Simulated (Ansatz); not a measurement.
**CH9InSi2: how energies converge with the basis set**

How large a basis does CH9InSi2 need? Two functionals are run in growing sets.

Method: one geometry, several basis sets; program: Ansatz 0.2.0, Gaussian basis.

Plan: PBE0-D4/def2-SVP; ωB97M-V/def2-SVP; PBE0-D4/def2-QZVPP; ωB97M-V/def2-QZVPP; the functionals' def2-TZVPP values are taken from earlier runs.

1 further run of the same task is left out (for a known fault of the program). Runs told in other sessions of the task aren't counted.

## (1) Structure used throughout

The geometry comes from an earlier relaxation with PBE0-D4 in a triple-zeta def2 set; it is a stationary point, not always the lowest conformer. In takes the def2 core potential; no spin-orbit term is included.

SMILES `[SiH3][CH2][InH][SiH3]`, 13 atoms, charge 0, spin multiplicity 1.

Atoms are counted from 1 here; the program's logs count them from 0.

Bond lengths: Si1–C2 1.859 Å, Si1–H5 1.491 Å, Si1–H6 1.490 Å, Si1–H7 1.492 Å, C2–In3 2.167 Å, C2–H8 1.093 Å, C2–H9 1.094 Å, In3–Si4 2.575 Å, In3–H10 1.731 Å, Si4–H11 1.490 Å, Si4–H12 1.491 Å, Si4–H13 1.489 Å. Angles: C2–Si1–H5 110.0°, C2–Si1–H6 113.5°, C2–Si1–H7 110.5°, H5–Si1–H6 107.8°, H5–Si1–H7 107.2°, H6–Si1–H7 107.6°, Si1–C2–In3 111.8°, Si1–C2–H8 110.5°, Si1–C2–H9 108.9°, In3–C2–H8 109.0°, In3–C2–H9 107.9°, H8–C2–H9 108.7°, C2–In3–Si4 119.2°, C2–In3–H10 117.7°, Si4–In3–H10 123.0°, In3–Si4–H11 111.8°, In3–Si4–H12 109.8°, In3–Si4–H13 112.1° and more.

## (2) PBE0-D4 in def2-SVP

Contents of in.yaml:

```yaml
crystal:
  periodic: [false, false, false]
  atoms:
    - {symbol: Si, position_ang: [-0.970630, 1.946276, -0.477780]}
    - {symbol: C, position_ang: [-0.151543, 1.189141, 1.009919]}
    - {symbol: In, position_ang: [1.268018, -0.349463, 0.450488]}
    - {symbol: Si, position_ang: [0.394771, -2.634197, -0.355543]}
    - {symbol: H, position_ang: [-1.702319, 0.898764, -1.246019]}
    - {symbol: H, position_ang: [-1.941498, 3.023997, -0.136106]}
    - {symbol: H, position_ang: [0.050239, 2.533455, -1.393225]}
    - {symbol: H, position_ang: [0.365927, 1.954800, 1.592980]}
    - {symbol: H, position_ang: [-0.917559, 0.726421, 1.639633]}
    - {symbol: H, position_ang: [2.952109, 0.040471, 0.533009]}
    - {symbol: H, position_ang: [1.158082, -3.763172, 0.247170]}
    - {symbol: H, position_ang: [0.539315, -2.736440, -1.836191]}
    - {symbol: H, position_ang: [-1.044911, -2.830063, -0.028325]}
basis:
  gaussian: {orbitals: def2-SVP}
hamiltonian: {xc: pbe0, dispersion: d4}
output: {orbitals: {seedname: orbitals}}
```

Run with:

```sh
ansatz run in.yaml --threads 4 --pin off --events-out ev --progress --plain --max-ram 10444MiB
```

Further steps of the session: ωB97M-V in def2-SVP; PBE0-D4 in def2-QZVPP; ωB97M-V in def2-QZVPP.

Before running them: what should the planned runs give, taken together? Wanted: PBE0-D4: double and triple zeta above quadruple; ωB97M-V: double and triple zeta above quadruple.

**Answer**, as computed:

| quantity | value |
| --- | --- |
| PBE0-D4: double and triple zeta above quadruple | 7.64, 0.65 eV |
| ωB97M-V: double and triple zeta above quadruple | 7.79, 0.61 eV |

PBE0-D4 gains 7.00 eV from double to triple zeta, then 0.65 eV more. These are total energies; as a rule much of such shifts cancels in differences, which this series doesn't test.
